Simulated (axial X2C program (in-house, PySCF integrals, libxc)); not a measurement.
# BrNa⁻: from the state search to constants

What are the state, bond length, wavenumber and bond energy of BrNa⁻, and what does spin–orbit coupling change?

Program: an in-house X2C program for linear molecules on PySCF integrals. Level of theory: all-electron X2C, Br dyall-av3z, Na dyall-av3z. These are calculated values, not measurements.

## (1) The job

task.json

```json
{"zs": [35, 11], "q": -1, "bas": ["dyall-av3z", "dyall-av3z"], "levels": ["PBE0", "HF", "BP86", "TPSSh"], "cc": false, "r0": 2.69, "npts": 10, "nst": 2, "ntry": 6, "opt": {"pick": 2}}
```

Keys: zs atomic numbers; q charge; bas basis sets; levels methods (HF also brings MP2); cc coupled cluster on or off; r0 starting distance in Å; npts points asked for on the curve; nst determinants followed; ntry starts of the search; pick rank of the determinant followed.

On the command line:

```
$ python so2c.py task.json out
```

Spin-free means the one-electron spin-free X2C Hamiltonian; two-component (2c) means X2C with spin–orbit coupling and atomic mean-field two-electron Coulomb and Gaunt terms. Basis: Br dyall-av3z contracted to [9s10p7d2f], Na dyall-av3z contracted to [10s9p5d2f]; Gaussian nuclei, density fitting. Masses: Br 78.918 u, Na 22.990 u.

Notation: σ, π±, δ± give the projection m of an orbital's angular momentum (0, ±1, ±2), α and β its spin, Λ and M_S the sums; ω is the projection of a spinor's total angular momentum and Ω the sum. Logs are in hartree.

The results follow Hamiltonian by Hamiltonian and level by level.

## (2) Which state to follow

Determinants are compared with PBE0 at 2.690 Å.

Spin-free determinants:

```json
{"ΔE (eV)": "0.00", "state": "M_S = 1/2, Λ = 2", "open shells": "beyond closed shells: δ+α"}
{"ΔE (eV)": "2.10", "state": "M_S = 1/2, Λ = 1", "open shells": "beyond closed shells: π+α, π+β, π-α"}
{"ΔE (eV)": "2.44", "state": "M_S = 3/2, Λ = 1", "open shells": "beyond closed shells: 2 × σα, π+α, π+β, π-α"}
{"ΔE (eV)": "2.47", "state": "M_S = 1/2, Λ = 1", "open shells": "beyond closed shells: 2 × σα, π+α, π+β, π-β"}
{"ΔE (eV)": "2.50", "state": "M_S = 3/2, Λ = 2", "open shells": "beyond closed shells: σα, 2 × π+α, π+β, π-α"}
{"ΔE (eV)": "2.50", "state": "M_S = 3/2, Λ = 0", "open shells": "beyond closed shells: σα, π+α, π+β, 2 × π-α"}
{"ΔE (eV)": "-2.38", "state": "M_S = 1/2, Λ = 0", "open shells": "beyond closed shells: σα"}
```

Two-component determinants:

| ΔE (eV) | state | open shells |
| --- | --- | --- |
| 0.00 | Ω = 5/2 | excess of +ω over −ω: ω = 5/2 |
| 1.94 | Ω = 3/2 | excess of +ω over −ω: ω = 3/2 |
| 2.29 | Ω = 5/2 | excess of +ω over −ω: 2 × ω = 1/2, ω = 3/2 |
| 2.31 | Ω = 1/2 | excess of +ω over −ω: 2 × ω = -1/2, ω = 3/2 |
| 2.34 | Ω = 7/2 | excess of +ω over −ω: ω = 1/2, 2 × ω = 3/2 |
| 2.51 | Ω = 3/2 | excess of +ω over −ω: 3 × ω = 1/2 |
| 2.57 | Ω = 5/2 | excess of +ω over −ω: 2 × ω = 1/2, ω = 3/2 |

## (3) PBE0, spin-free

State followed: M_S = 1/2, Λ = 2 (beyond closed shells: δ+α). The scan is laid around 2.673 Å, a first estimate of the minimum, and this SCF restarts from the orbitals of the search.

The SCF at the reference distance of 2.673 Å:

```text
spin-free X2C-1e  PBE0
basis functions 164  fitting functions 903  grid points 5084
iter        total energy     max residual
   1      -2768.430338767     5.42e-01
   2      -2768.486945520     2.11e-03
   3      -2768.486963785     1.16e-03
   4      -2768.486990568     3.01e-04
   5      -2768.486990796     6.96e-05
   6      -2768.486990894     3.96e-06
   7      -2768.486990895     1.72e-06
converged
one-electron -4012.81523824  Coulomb 1275.30491241  exact exchange -26.32435497  xc functional -80.87124994  nuclear repulsion 76.21893984
```

Along the bond, energies from the lowest point:

| R (Å) | E (eV) | μ (D) | HOMO (eV) | LUMO (eV) | iterations |
| --- | --- | --- | --- | --- | --- |
| 2.325 | 0.1513 | -0.30 | 2.21 | 0.91 | 10 |
| 2.432 | 0.0324 | -0.27 | 2.20 | 0.85 | 9 |
| 2.513 | 0.0000 | -0.24 | 2.18 | 0.81 | 9 |
| 2.593 | 0.0042 | -0.19 | 2.16 | 0.76 | 9 |
| 2.673 | 0.0342 | -0.14 | 2.15 | 0.71 | 7 |
| 2.767 | 0.0929 | -0.07 | 2.13 | 0.65 | 9 |
| 2.860 | 0.1699 | 0.02 | 2.11 | 0.59 | 9 |
| 2.980 | 0.2837 | 0.14 | 2.08 | 0.50 | 9 |
| 3.127 | 0.4363 | 0.30 | 2.04 | 0.40 | 9 |
| 3.341 | 0.6612 | 0.57 | 1.99 | 0.24 | 10 |

Dipoles are positive if Na is the positive end and refer to the centre of mass.

Re = 2.541 Å, ωe = 276.1 cm⁻¹, Be = 0.1467 cm⁻¹, De = -1.19 eV, μ = -0.22 D.

## (4) HF, spin-free

Output at 2.673 Å:

```text
spin-free X2C-1e  HF
basis functions 164  fitting functions 903  grid points 5084
iter        total energy     max residual
   1      -2766.588805860     1.94e-01
   2      -2766.606647321     5.57e-03
   3      -2766.607085857     2.57e-03
   4      -2766.607136530     9.86e-04
   5      -2766.607149485     1.96e-04
   6      -2766.607152058     6.00e-05
   7      -2766.607152295     1.89e-05
   8      -2766.607152328     6.58e-06
   9      -2766.607152334     3.17e-06
  10      -2766.607152335     8.51e-07
converged
one-electron -4013.19565847  Coulomb 1275.76840424  exact exchange -105.39883795  xc functional 0.00000000  nuclear repulsion 76.21893984
```

Re = 2.579 Å, ωe = 266.9 cm⁻¹, ωexe = 1.33 cm⁻¹, Be = 0.1423 cm⁻¹, De = -1.35 eV, μ = 0.32 D.

## (5) BP86, spin-free

The SCF at the reference distance of 2.673 Å:

```text
spin-free X2C-1e  BP86
basis functions 164  fitting functions 903  grid points 5084
iter        total energy     max residual
   1      -2769.232397277     8.88e-02
   2      -2769.235677641     3.25e-03
   3      -2769.235405857     6.16e-03
   4      -2769.235860970     3.05e-04
   5      -2769.235861614     2.01e-04
   6      -2769.235862947     1.42e-05
   7      -2769.235862954     6.08e-06
   8      -2769.235862956     7.59e-07
converged
one-electron -4012.42308108  Coulomb 1274.88612862  exact exchange 0.00000000  xc functional -107.91785034  nuclear repulsion 76.21893984
```

Re = 2.563 Å, ωe = 264.7 cm⁻¹, ωexe = 1.52 cm⁻¹, Be = 0.1441 cm⁻¹, De = -1.21 eV, μ = -0.35 D.

## (6) TPSSh, spin-free

The SCF at the reference distance of 2.673 Å:

```text
spin-free X2C-1e  TPSSh
basis functions 164  fitting functions 903  grid points 5084
iter        total energy     max residual
   1      -2768.802199438     1.63e-02
   2      -2768.802686096     7.04e-03
   3      -2768.802718095     5.87e-03
   4      -2768.802824156     2.17e-04
   5      -2768.802827427     8.54e-05
   6      -2768.802827915     1.04e-05
   7      -2768.802827920     1.21e-06
   8      -2768.802827921     1.63e-07
converged
one-electron -4012.45154844  Coulomb 1274.92158779  exact exchange -10.52741946  xc functional -96.96438765  nuclear repulsion 76.21893984
```

Re = 2.554 Å, ωe = 270.9 cm⁻¹, ωexe = 1.55 cm⁻¹, Be = 0.1452 cm⁻¹, De = -1.12 eV, μ = -0.28 D.

## (7) MP2, spin-free

Correlated methods: 17 electrons correlated (frozen shells, counted by type: Br 3 s, 2 p, 1 d; Na 1 s), 255 virtual spinors in MP2.

MP2: Re = 2.551 Å, ωe = 272.2 cm⁻¹, Be = 0.1455 cm⁻¹, De = -1.37 eV.

## (8) A higher determinant, spin-free

State: M_S = 1/2, Λ = 1 (beyond closed shells: π+α, π+β, π-α).

Output at the reference distance:

```text
spin-free X2C-1e  PBE0
basis functions 164  fitting functions 903  grid points 5084
iter        total energy     max residual
   1      -2768.347175611     6.01e-01
   2      -2768.408896452     2.65e-03
   3      -2768.408939972     9.02e-04
   4      -2768.408959553     2.46e-04
   5      -2768.408959976     4.39e-05
   6      -2768.408960063     5.05e-06
   7      -2768.408960071     2.72e-06
   8      -2768.408960073     9.85e-07
   9      -2768.408960074     6.72e-07
converged
one-electron -4007.86522781  Coulomb 1270.30604046  exact exchange -26.29532880  xc functional -80.77338378  nuclear repulsion 76.21893984
```

| R (Å) | E above the lowest PBE0 point (eV) |
| --- | --- |
| 2.325 | 2.776 |
| 2.432 | 2.505 |
| 2.513 | 2.357 |
| 2.593 | 2.245 |
| 2.673 | 2.158 |
| 2.767 | 2.080 |
| 2.860 | 2.021 |
| 2.980 | 1.964 |
| 3.127 | 1.913 |

No constants are quoted: the lowest point is the long end of the scan.

## (9) The spin-free curves together

Energy (eV) of the followed determinant, spin-free, from each level's lowest point:

| R (Å) | PBE0 | HF | MP2 | BP86 | TPSSh |
| --- | --- | --- | --- | --- | --- |
| 2.325 | 0.151 | 0.209 | 0.162 | 0.173 | 0.163 |
| 2.432 | 0.032 | 0.060 | 0.036 | 0.044 | 0.038 |
| 2.513 | 0.000 | 0.011 | 0.000 | 0.004 | 0.000 |
| 2.593 | 0.004 | 0.000 | 0.000 | 0.000 | 0.000 |
| 2.673 | 0.034 | 0.018 | 0.027 | 0.022 | 0.026 |
| 2.767 | 0.093 | 0.065 | 0.083 | 0.071 | 0.080 |
| 2.860 | 0.170 | 0.131 | 0.157 | 0.139 | 0.152 |
| 2.980 | 0.284 | 0.235 | 0.269 | 0.242 | 0.261 |
| 3.127 | 0.436 | 0.376 | 0.418 | 0.382 | 0.409 |
| 3.341 | 0.661 | 0.589 | 0.640 | 0.591 | 0.627 |

## (10) PBE0, 2c

State followed: Ω = 5/2 (excess of +ω over −ω: ω = 5/2). The scan is laid around 2.673 Å, a first estimate of the minimum, and this SCF restarts from the orbitals of the search.

Output at 2.673 Å:

```text
two-component X2C + atomic mean field  PBE0
basis functions 164  fitting functions 903  grid points 5084
iter        total energy     max residual
   1      -2767.511773503     5.42e-01
   2      -2767.568656948     2.11e-03
   3      -2767.568675100     1.15e-03
   4      -2767.568701613     3.03e-04
   5      -2767.568701844     6.96e-05
   6      -2767.568701942     3.96e-06
   7      -2767.568701943     1.67e-06
converged
one-electron -4010.41409384  Coulomb 1274.78966727  exact exchange -26.31442863  xc functional -80.84080756  nuclear repulsion 76.21893984  atomic mean-field constant -1.00797902
```

Along the bond, energies from the lowest point:

| R (Å) | E (eV) | μ (D) | HOMO (eV) | LUMO (eV) | iterations |
| --- | --- | --- | --- | --- | --- |
| 2.325 | 0.1523 | -0.31 | 2.21 | 0.91 | 10 |
| 2.432 | 0.0328 | -0.28 | 2.20 | 0.86 | 9 |
| 2.513 | 0.0000 | -0.25 | 2.18 | 0.81 | 9 |
| 2.593 | 0.0038 | -0.20 | 2.16 | 0.76 | 9 |
| 2.673 | 0.0335 | -0.15 | 2.15 | 0.71 | 7 |
| 2.767 | 0.0918 | -0.08 | 2.13 | 0.65 | 9 |
| 2.860 | 0.1684 | 0.00 | 2.11 | 0.59 | 9 |
| 2.980 | 0.2819 | 0.12 | 2.08 | 0.50 | 9 |
| 3.127 | 0.4340 | 0.28 | 2.04 | 0.40 | 9 |
| 3.341 | 0.6583 | 0.54 | 1.99 | 0.24 | 10 |

Dipoles are positive if Na is the positive end and refer to the centre of mass.

Re = 2.542 Å, ωe = 275.7 cm⁻¹, Be = 0.1466 cm⁻¹, De = -1.19 eV, μ = -0.23 D.

## (11) HF, 2c

Output at 2.673 Å:

```text
two-component X2C + atomic mean field  HF
basis functions 164  fitting functions 903  grid points 5084
iter        total energy     max residual
   1      -2765.671180285     1.94e-01
   2      -2765.689019191     5.62e-03
   3      -2765.689460525     2.57e-03
   4      -2765.689511929     9.86e-04
   5      -2765.689525277     1.98e-04
   6      -2765.689528018     6.05e-05
   7      -2765.689528277     1.88e-05
   8      -2765.689528313     6.60e-06
   9      -2765.689528320     3.23e-06
  10      -2765.689528321     8.63e-07
converged
one-electron -4010.79498742  Coulomb 1275.25364783  exact exchange -105.35914955  xc functional 0.00000000  nuclear repulsion 76.21893984  atomic mean-field constant -1.00797902
```

Re = 2.580 Å, ωe = 266.6 cm⁻¹, ωexe = 1.32 cm⁻¹, Be = 0.1422 cm⁻¹, De = -1.35 eV, μ = 0.31 D.

## (12) BP86, 2c

The SCF at the reference distance of 2.673 Å:

```text
two-component X2C + atomic mean field  BP86
basis functions 164  fitting functions 903  grid points 5084
iter        total energy     max residual
   1      -2768.313663159     8.93e-02
   2      -2768.316941237     3.26e-03
   3      -2768.316665532     6.17e-03
   4      -2768.317126079     3.07e-04
   5      -2768.317126728     2.03e-04
   6      -2768.317128072     1.44e-05
   7      -2768.317128079     6.19e-06
   8      -2768.317128081     7.64e-07
converged
one-electron -4010.02151887  Coulomb 1274.37044490  exact exchange 0.00000000  xc functional -107.87701494  nuclear repulsion 76.21893984  atomic mean-field constant -1.00797902
```

Re = 2.564 Å, ωe = 264.3 cm⁻¹, ωexe = 1.52 cm⁻¹, Be = 0.144 cm⁻¹, De = -1.21 eV, μ = -0.36 D.

## (13) TPSSh, 2c

The SCF at the reference distance of 2.673 Å:

```text
two-component X2C + atomic mean field  TPSSh
basis functions 164  fitting functions 903  grid points 5084
iter        total energy     max residual
   1      -2767.883639679     1.63e-02
   2      -2767.884128535     7.04e-03
   3      -2767.884159948     5.90e-03
   4      -2767.884266508     2.18e-04
   5      -2767.884269803     8.61e-05
   6      -2767.884270299     1.05e-05
   7      -2767.884270304     1.21e-06
   8      -2767.884270304     1.65e-07
converged
one-electron -4010.05064743  Coulomb 1274.40662122  exact exchange -10.52345275  xc functional -96.92775217  nuclear repulsion 76.21893984  atomic mean-field constant -1.00797902
```

Re = 2.555 Å, ωe = 270.5 cm⁻¹, ωexe = 1.55 cm⁻¹, Be = 0.1451 cm⁻¹, De = -1.12 eV, μ = -0.29 D.

## (14) Correlated methods, 2c

Correlated methods: 17 electrons correlated (frozen shells, counted by type: Br 3 s, 2 p, 1 d; Na 1 s), 255 virtual spinors in MP2.

MP2: Re = 2.552 Å, ωe = 271.9 cm⁻¹, Be = 0.1454 cm⁻¹, De = -1.37 eV.

## (15) A higher determinant, 2c

State: Ω = 3/2 (excess of +ω over −ω: ω = 3/2).

Output at the reference distance:

```text
two-component X2C + atomic mean field  PBE0
basis functions 164  fitting functions 903  grid points 5084
iter        total energy     max residual
   1      -2767.434227609     6.02e-01
   2      -2767.496265589     2.66e-03
   3      -2767.496308463     9.15e-04
   4      -2767.496327769     2.48e-04
   5      -2767.496328170     4.39e-05
   6      -2767.496328259     5.13e-06
   7      -2767.496328271     3.21e-06
   8      -2767.496328275     1.59e-06
   9      -2767.496328279     1.34e-06
  10      -2767.496328283     1.01e-06
  11      -2767.496328285     5.72e-07
converged
one-electron -4005.53342132  Coulomb 1269.85624558  exact exchange -26.28580674  xc functional -80.74430662  nuclear repulsion 76.21893984  atomic mean-field constant -1.00797902
```

| R (Å) | E above the lowest PBE0 point (eV) |
| --- | --- |
| 2.325 | 2.622 |
| 2.432 | 2.351 |
| 2.513 | 2.203 |
| 2.593 | 2.090 |
| 2.673 | 2.003 |
| 2.767 | 1.925 |
| 2.860 | 1.866 |
| 2.980 | 1.809 |
| 3.127 | 1.758 |

No constants are quoted: the lowest point is the long end of the scan.

## (16) The 2c curves together

Energy (eV) of the followed determinant, 2c, from each level's lowest point:

| R (Å) | PBE0 | HF | MP2 | BP86 | TPSSh |
| --- | --- | --- | --- | --- | --- |
| 2.325 | 0.152 | 0.210 | 0.163 | 0.175 | 0.164 |
| 2.432 | 0.033 | 0.061 | 0.037 | 0.045 | 0.038 |
| 2.513 | 0.000 | 0.011 | 0.000 | 0.004 | 0.001 |
| 2.593 | 0.004 | 0.000 | 0.000 | 0.000 | 0.000 |
| 2.673 | 0.033 | 0.017 | 0.027 | 0.022 | 0.025 |
| 2.767 | 0.092 | 0.064 | 0.082 | 0.070 | 0.079 |
| 2.860 | 0.168 | 0.130 | 0.156 | 0.138 | 0.151 |
| 2.980 | 0.282 | 0.234 | 0.268 | 0.240 | 0.260 |
| 3.127 | 0.434 | 0.375 | 0.417 | 0.380 | 0.407 |
| 3.341 | 0.658 | 0.587 | 0.639 | 0.589 | 0.625 |

Time for the job: 1.8 min (1 thread, shared host).

## (17) Results

| Hamiltonian | level | Re (Å) | ωe (cm⁻¹) | De (eV) |
| --- | --- | --- | --- | --- |
| spin-free | PBE0 | 2.541 | 276.1 | -1.19 |
| spin-free | HF | 2.579 | 266.9 | -1.35 |
| spin-free | MP2 | 2.551 | 272.2 | -1.37 |
| spin-free | BP86 | 2.563 | 264.7 | -1.21 |
| spin-free | TPSSh | 2.554 | 270.9 | -1.12 |
| 2c | PBE0 | 2.542 | 275.7 | -1.19 |
| 2c | HF | 2.580 | 266.6 | -1.35 |
| 2c | MP2 | 2.552 | 271.9 | -1.37 |
| 2c | BP86 | 2.564 | 264.3 | -1.21 |
| 2c | TPSSh | 2.555 | 270.5 | -1.12 |

What this shows: One setting of the input is poor: an excited determinant was followed (a lower determinant stands in the search). The numbers above are not properties of BrNa⁻; the cure is to run again with the usual setting.
